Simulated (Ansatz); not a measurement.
**FGeH₅OSSi: one species, many methods**

The task here is to estimate one member of a computed series from the others.

Method: functionals in def2-TZVPP, the program's frozen cores in correlated methods; program: Ansatz 0.2.0, Gaussian basis.

Plan: LDA (SPW92), PBE-D4, revPBE-D4, BLYP-D4, r2SCAN-D4, B97M-V, PBE0-D4, B3LYP-D4, r2SCANh-D4, r2SCAN0-D4, HSE06-D4, BHLYP-D4, CAM-B3LYP-D4, LC-ωPBE, ωB97X-V, ωB97M-V, B2PLYP, PBE-QIDH; CCSD(T)/def2-SVP; CCSD(T)/def2-TZVPP; MP2/def2-QZVPP; extrapolation to the limit; RPA on PBE.

## The relaxed structure

The geometry comes from an earlier relaxation with PBE0-D4 in a triple-zeta def2 set; it is a stationary point, not always the lowest conformer.

SMILES `O[SiH](F)[S][GeH3]`, 10 atoms, charge 0, spin multiplicity 1.

Atoms are counted from 1 here; the program's logs count them from 0.

Bond lengths: O1–Si2 1.634 Å, O1–H6 0.959 Å, Si2–F3 1.598 Å, Si2–S4 2.097 Å, Si2–H7 1.476 Å, S4–Ge5 2.241 Å, Ge5–H8 1.533 Å, Ge5–H9 1.534 Å, Ge5–H10 1.532 Å. Angles: Si2–O1–H6 117.9°, O1–Si2–F3 107.4°, O1–Si2–S4 108.4°, O1–Si2–H7 113.5°, F3–Si2–S4 112.4°, F3–Si2–H7 106.1°, S4–Si2–H7 109.2°, Si2–S4–Ge5 98.4°, S4–Ge5–H8 109.7°, S4–Ge5–H9 104.0°, S4–Ge5–H10 109.7°, H8–Ge5–H9 110.9°, H8–Ge5–H10 111.4°, H9–Ge5–H10 110.9°.

The first run:

File in.yaml:

```yaml
crystal:
  periodic: [false, false, false]
  atoms:
    - {symbol: O, position_ang: [-0.009925, 1.558547, 0.617047]}
    - {symbol: Si, position_ang: [0.818336, 0.288280, 1.226306]}
    - {symbol: F, position_ang: [-0.122721, -0.421775, 2.304618]}
    - {symbol: S, position_ang: [1.326096, -0.991907, -0.355488]}
    - {symbol: Ge, position_ang: [-0.567339, -0.815864, -1.541715]}
    - {symbol: H, position_ang: [-0.541559, 2.079770, 1.221936]}
    - {symbol: H, position_ang: [2.045528, 0.677051, 1.948226]}
    - {symbol: H, position_ang: [-1.774456, -0.862384, -0.598341]}
    - {symbol: H, position_ang: [-0.545396, -2.042986, -2.461772]}
    - {symbol: H, position_ang: [-0.545462, 0.479969, -2.357817]}
basis:
  gaussian: {orbitals: def2-TZVPP}
hamiltonian: {xc: lda}
output: {orbitals: {seedname: orbitals}}
```

Started as:

```
ansatz run in.yaml --threads 4 --pin off --events-out ev --progress --plain --max-ram 10444MiB
```

Among the steps run: LDA; PBE-D4 (GGA); revPBE-D4 (GGA); BLYP-D4 (GGA); r2SCAN-D4 (meta-GGA); B97M-V (meta-GGA); PBE0-D4 (hybrid); B3LYP-D4 (hybrid); r2SCANh-D4 (hybrid); r2SCAN0-D4 (hybrid); HSE06-D4 (hybrid); BHLYP-D4 (hybrid); CAM-B3LYP-D4 (range-separated); LC-ωPBE (range-separated); ωB97X-V (range-separated); ωB97M-V (range-separated); B2PLYP (double hybrid); PBE-QIDH (double hybrid).

One of the session's tables, all rows but one given; the rest of the session is left out.

It belongs to the step «Frontier levels by functional». 

```
  functional  HOMO (eV)  gap (eV)
 LDA (SPW92)      -6.54      5.06
      PBE-D4      -6.45      5.22
   revPBE-D4      -6.40      5.27
     BLYP-D4      -6.27      5.12
   r2SCAN-D4      -6.74      5.81
      B97M-V      -6.88      5.87
     PBE0-D4      -7.67      7.34
    B3LYP-D4      -7.41      6.81
  r2SCANh-D4      -7.18      6.57
  r2SCAN0-D4      -7.86      7.70
    HSE06-D4      -7.27      6.57
    BHLYP-D4          ?         ?
CAM-B3LYP-D4      -8.95      9.62
     LC-ωPBE     -10.35     12.23
     ωB97X-V     -10.00     11.75
     ωB97M-V      -9.83     11.33
```

Q: Estimate the row for BHLYP-D4 from the others.

Worked estimate for «HOMO (eV)». Against the share of exact exchange, BLYP-D4 (0, -6.27), B3LYP-D4 (0.2, -7.41) give a slope of -5.70 per unit share; at 0.5 the line stands at -9.12.

**Answer.** HOMO (eV): -8.73; gap (eV): 9.32. In «HOMO (eV)» the line misses by -0.39.
